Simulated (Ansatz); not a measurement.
# AlAsH4: single points off equilibrium

The task here is to estimate one member of a computed series from the others.

Program: Ansatz 0.2.0, Gaussian basis. Level of theory: single points in def2-TZVPP. These are calculated values, not measurements.

Cores are frozen in the correlated methods. Filled d shells of the heavier atoms are correlated.

2 further runs of the same task are left out: 2 that didn't finish.

### The starting structure

6 atoms, charge 0, spin multiplicity 1.

Atoms are counted from 1 here; the program's logs count them from 0.

Bond lengths: Al1–As2 2.352 Å, Al1–H3 1.653 Å, Al1–H4 1.552 Å, As2–H5 1.536 Å, As2–H6 1.501 Å. Angles: As2–Al1–H3 124.7°, As2–Al1–H4 124.1°, H3–Al1–H4 110.9°, Al1–As2–H5 82.8°, Al1–As2–H6 82.4°, H5–As2–H6 90.2°.

Geometry (Å):

```
Al   -0.30498   -0.78762   -0.16827
As   -0.36651    1.56170   -0.26633
H     0.86631   -1.66827    0.59635
H    -1.43784   -1.70995   -0.69145
H     1.12163    1.39273   -0.60594
H    -0.05325    1.43103    1.19567
```

The first run:

run/in.yaml

```yaml
crystal:
  periodic: [false, false, false]
  atoms:
    - {symbol: Al, position_ang: [-0.304984, -0.787617, -0.168268]}
    - {symbol: As, position_ang: [-0.366505, 1.561699, -0.266328]}
    - {symbol: H, position_ang: [0.866309, -1.668269, 0.596345]}
    - {symbol: H, position_ang: [-1.437844, -1.709945, -0.691447]}
    - {symbol: H, position_ang: [1.121634, 1.392733, -0.605936]}
    - {symbol: H, position_ang: [-0.053249, 1.431030, 1.195666]}
basis:
  gaussian: {orbitals: def2-TZVPP}
hamiltonian: {xc: pbe, dispersion: d4}
output: {forces: true}
```

Started as:

```sh
ansatz run in.yaml --threads 2 --pin off --events-out ev --progress --plain --max-ram 3481MiB
```

Among the steps run: PBE-D4/def2-TZVPP; r2SCAN-D4/def2-TZVPP; PBE0-D4/def2-TZVPP; wB97M-V/def2-TZVPP; CCSD(T)/def2-TZVPP.

One of the session's tables, all rows but one given; the rest of the session is left out.

| method | RMS force component (eV/Å) | angle to CCSD(T) forces (°) | dipole (D) |
| --- | --- | --- | --- |
| PBE-D4 | 0.565 | 18.2 | 0.54 |
| r2SCAN-D4 | ? | ? | ? |
| PBE0-D4 | 0.520 | 5.7 | 0.47 |
| wB97M-V | 0.522 | 4.3 | 0.47 |
| CCSD(T) | 0.531 | reference | 0.43 |

Estimate the missing values for r2SCAN-D4.

As computed: RMS force component (eV/Å): 0.518; angle to CCSD(T) forces (°): 4.6; dipole (D): 0.47. In the column «RMS force component (eV/Å)» it is the lowest.

Limits of these values: CCSD(T) in triple zeta still lacks some correlation energy of the bonds, so part of these gaps is its own basis error and they don't rank the functionals.
